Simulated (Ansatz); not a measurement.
**AlFH2OS: two geometries relaxed, part 1 of 2**

Aim: relax the geometries before and after the reaction (1,2-elimination), and see whether they are two minima and how far apart in energy. Meant to form: H4–F2; to break: Al1–F2, H4–S3. The start is a guess near the saddle point, from which both ends are pulled out.

Program: Ansatz 0.2.0. Level of theory: RKS PBE0-D4/6-31G. These are calculated values, not measurements.

## 1. The system as given

Bond lengths: Al1–F2 2.113 Å, Al1–S3 2.114 Å, Al1–O5 1.628 Å, O5–H6 0.949 Å. Angles: F2–Al1–S3 86.5°, F2–Al1–O5 114.5°, S3–Al1–O5 159.1°, Al1–O5–H6 172.8°.

Coordinates:

```xyz
6

Al    0.3179   -0.0736    0.2054
F    -1.3368   -0.2545   -1.0967
S     0.8341   -2.0352   -0.3890
H    -0.6200   -1.2220   -1.0472
O     0.4156    1.3566    0.9772
H     0.3892    2.2287    1.3503
```

## 2. A restrained relaxation towards end A

Springs on the bonds that form and break draw the guess towards this end; the thresholds are loose.

input.yaml reads:

```yaml
crystal:
  periodic: [false, false, false]
  atoms:
    - { symbol: Al, position_ang: [0.3179, -0.0736, 0.2054] }
    - { symbol: F, position_ang: [-1.3368, -0.2545, -1.0967] }
    - { symbol: S, position_ang: [0.8341, -2.0352, -0.389] }
    - { symbol: H, position_ang: [-0.62, -1.222, -1.0472] }
    - { symbol: O, position_ang: [0.4156, 1.3566, 0.9772] }
    - { symbol: H, position_ang: [0.3892, 2.2287, 1.3503] }
basis:
  gaussian: { orbitals: "6-31G" }
hamiltonian:
  xc: pbe0
  dispersion: d4
relax:
  f_tol: 0.15
  max_steps: 25
  restrain:
    - { distance: [3, 1], at: 2.18, k: 30.0 }
    - { distance: [0, 1], at: 1.78, k: 30.0 }
    - { distance: [3, 2], at: 1.36, k: 30.0 }
output:
  orbitals: {}
```

Command:

```bash
ansatz run input.yaml --threads 1 --pin off --max-ram 2048MiB --backend cpu --events-out ev --progress --plain --runs-dir out
```

Standard output (excerpt; [...] marks lines left out):

```text
Warning: RAYON_NUM_THREADS=1 ignored (pool sized by the plan → 1); use --threads N
[...]
Functional definition: PBE0
[...]
553 factors; integrals over basis functions are off by at most 1.7e-4 eV
[...]
mean field -22215.99029343 eV, -816.4225847446 hartree, gradient 6.4e-5 eV, S^2 0.000000; 0 other end points of the search recorded, 0 dependent functions left out
[...]
reference -22215.99032388 eV, -816.4225858636 hartree; 24, 24 occupied and 24, 24 virtual orbitals, 553 factors
relax step   1: F+E_penalty+E_count = -22216.08037006 eV  Δ(F+E_penalty+E_count) = +0.000e0 eV  max|allowed force component| = 1.642e0 eV/Å  E_restraint = 18.71362005 eV  max|allowed force component, restraints' pulls added| = 2.996e1 eV/Å  Δτ_max = 0.0000 Å  (23 SCF iters, accepted)
[...]
relax step   6: F+E_penalty+E_count = -22217.80750057 eV  Δ(F+E_penalty+E_count) = -3.409e-2 eV  max|allowed force component| = 6.669e-1 eV/Å  E_restraint = 0.02586568 eV  max|allowed force component, restraints' pulls added| = 1.948e-1 eV/Å  Δτ_max = 0.1312 Å  (29 SCF iters, accepted)
[...]
relax step   7: F+E_penalty+E_count = -22217.80685477 eV  Δ(F+E_penalty+E_count) = +6.458e-4 eV  max|allowed force component| = 7.598e-1 eV/Å  E_restraint = 0.02403453 eV  max|allowed force component, restraints' pulls added| = 4.192e-2 eV/Å  Δτ_max = 0.0065 Å  (24 SCF iters, accepted)
  distance H 3 - F 1 = 2.2003 Å
  distance Al 0 - F 1 = 1.7485 Å
  distance H 3 - S 2 = 1.3740 Å
553 factors; integrals over basis functions are off by at most 2.3e-4 eV
[...]
mean field -22217.71182177 eV, -816.4858497439 hartree, gradient 1.2e-5 eV, S^2 0.000000; 1 other end points of the search recorded, 0 dependent functions left out
[...]
reference -22217.71185391 eV, -816.4858509254 hartree; 24, 24 occupied and 24, 24 virtual orbitals, 553 factors
Total energy: -22217.80688692 eV, -816.4893433239 hartree
Atom 0 at    -0.012065     0.120739     0.049456 Å, force    -0.759753    -0.066939    -0.580536 eV/Å
Atom 1 at    -1.407468     0.038322    -1.000937 Å, force     0.446920     0.617743     0.623537 eV/Å
Atom 2 at     0.783239    -1.903796    -0.359631 Å, force     0.336722    -0.014177     0.236419 eV/Å
Atom 3 at    -0.335647    -1.877001    -1.156686 Å, force    -0.013596    -0.549559    -0.277242 eV/Å
Atom 4 at     0.440950     1.399903     1.001373 Å, force    -0.025828     0.036795    -0.002081 eV/Å
Atom 5 at     0.530990     2.221833     1.466425 Å, force     0.015536    -0.023863    -0.000097 eV/Å
Dipole moment:     0.080134     0.561225     0.330363 e Å
```

It took 12 s on 1 thread of Intel Xeon 6975P-C (Granite Rapids), shared host; peak memory 0.17 GiB.

Step by step:

```csv
step,energy from step 1 (eV),largest force component (eV/Å)
1,0.0000,1.6423
2,-0.3262,2.2326
3,-0.9104,2.4675
4,-1.4574,1.3415
5,-1.6930,1.1090
6,-1.7271,0.6669
7,-1.7265,0.7598
```

Step 1 is the start. Energies and forces in the table leave out the springs, which the log lists apart; the run stops on the force with the springs' pull added.

After: Bond lengths: Al1–F2 1.749 Å, Al1–S3 2.213 Å, S3–H4 1.374 Å, Al1–O5 1.658 Å, O5–H6 0.949 Å. Angles: F2–Al1–S3 97.6°, F2–Al1–O5 126.8°, S3–Al1–O5 135.5°, Al1–S3–H4 78.3°, Al1–O5–H6 167.4°.

Pairs that crossed the distance rule for bonds on the way: came closer S3–H4.

## 3. Relaxing end A

It starts where the restrained run ended.

input.yaml reads:

```yaml
crystal:
  periodic: [false, false, false]
  atoms:
    - { symbol: Al, position_ang: [-0.012065, 0.120739, 0.049456] }
    - { symbol: F, position_ang: [-1.407468, 0.038322, -1.000937] }
    - { symbol: S, position_ang: [0.783239, -1.903796, -0.359631] }
    - { symbol: H, position_ang: [-0.335647, -1.877001, -1.156686] }
    - { symbol: O, position_ang: [0.44095, 1.399903, 1.001373] }
    - { symbol: H, position_ang: [0.53099, 2.221833, 1.466425] }
basis:
  gaussian: { orbitals: "6-31G" }
hamiltonian:
  xc: pbe0
  dispersion: d4
relax:
  f_tol: 0.03
  max_steps: 50
```

Command:

```bash
ansatz run input.yaml --threads 1 --pin off --max-ram 2048MiB --backend cpu --events-out ev --progress --plain --runs-dir out
```

Standard output (excerpt; [...] marks lines left out):

```text
Warning: RAYON_NUM_THREADS=1 ignored (pool sized by the plan → 1); use --threads N
[...]
[... 1 set-up line as earlier in the session ...]
[...]
556 factors; integrals over basis functions are off by at most 1.7e-4 eV
[...]
mean field -22217.71187159 eV, -816.4858515749 hartree, gradient 1.7e-5 eV, S^2 0.000000; 0 other end points of the search recorded, 0 dependent functions left out
[...]
reference -22217.71190375 eV, -816.4858527568 hartree; 24, 24 occupied and 24, 24 virtual orbitals, 556 factors
relax step   1: F+E_penalty+E_count = -22217.80690461 eV  Δ(F+E_penalty+E_count) = +0.000e0 eV  max|allowed force component| = 7.599e-1 eV/Å  Δτ_max = 0.0000 Å  (24 SCF iters, accepted)
[...]
relax step   7: F+E_penalty+E_count = -22218.12131078 eV  Δ(F+E_penalty+E_count) = -1.500e-4 eV  max|allowed force component| = 4.833e-2 eV/Å  Δτ_max = 0.0118 Å  (23 SCF iters, accepted)
[...]
556 factors; integrals over basis functions are off by at most 1.7e-4 eV
[...]
mean field -22218.02676616 eV, -816.4974237368 hartree, gradient 8.5e-6 eV, S^2 0.000000; 1 other end points of the search recorded, 0 dependent functions left out
[...]
reference -22218.02679899 eV, -816.4974249434 hartree; 24, 24 occupied and 24, 24 virtual orbitals, 556 factors
Total energy: -22218.12143188 eV, -816.5009026379 hartree
Atom 0 at    -0.189680     0.190235    -0.046030 Å, force    -0.012300     0.018916    -0.001684 eV/Å
Atom 1 at    -1.610696     0.460839    -0.943830 Å, force     0.008372    -0.008951     0.003422 eV/Å
Atom 2 at     0.814961    -1.787064    -0.285159 Å, force    -0.001195     0.001265     0.002747 eV/Å
Atom 3 at    -0.074912    -2.328810    -1.182537 Å, force     0.000556     0.000743    -0.001734 eV/Å
Atom 4 at     0.441138     1.342938     0.973550 Å, force     0.006783    -0.013261    -0.001028 eV/Å
Atom 5 at     0.619188     2.121862     1.484006 Å, force    -0.002216     0.001288    -0.001723 eV/Å
Dipole moment:     0.015671     0.293712     0.158365 e Å
```

It took 19 s on 1 thread of Intel Xeon 6975P-C (Granite Rapids), shared host; peak memory 0.16 GiB.

Relaxation path:

```csv
step,energy from step 1 (eV),largest force component (eV/Å)
1,0.0000,0.7599
2,-0.1770,0.7416
3,-0.2801,0.5643
4,-0.2820,0.4528
5,-0.3116,0.1798
6,-0.3143,0.0498
7,-0.3144,0.0483
8,-0.3145,0.0189
```

Step 1 is the start.

After: Bond lengths: Al1–F2 1.703 Å, Al1–S3 2.231 Å, S3–H4 1.375 Å, Al1–O5 1.663 Å, O5–H6 0.948 Å. Angles: F2–Al1–S3 117.4°, F2–Al1–O5 122.0°, S3–Al1–O5 120.6°, Al1–S3–H4 97.3°, Al1–O5–H6 166.1°.

(Continued in part 2 of 2.)
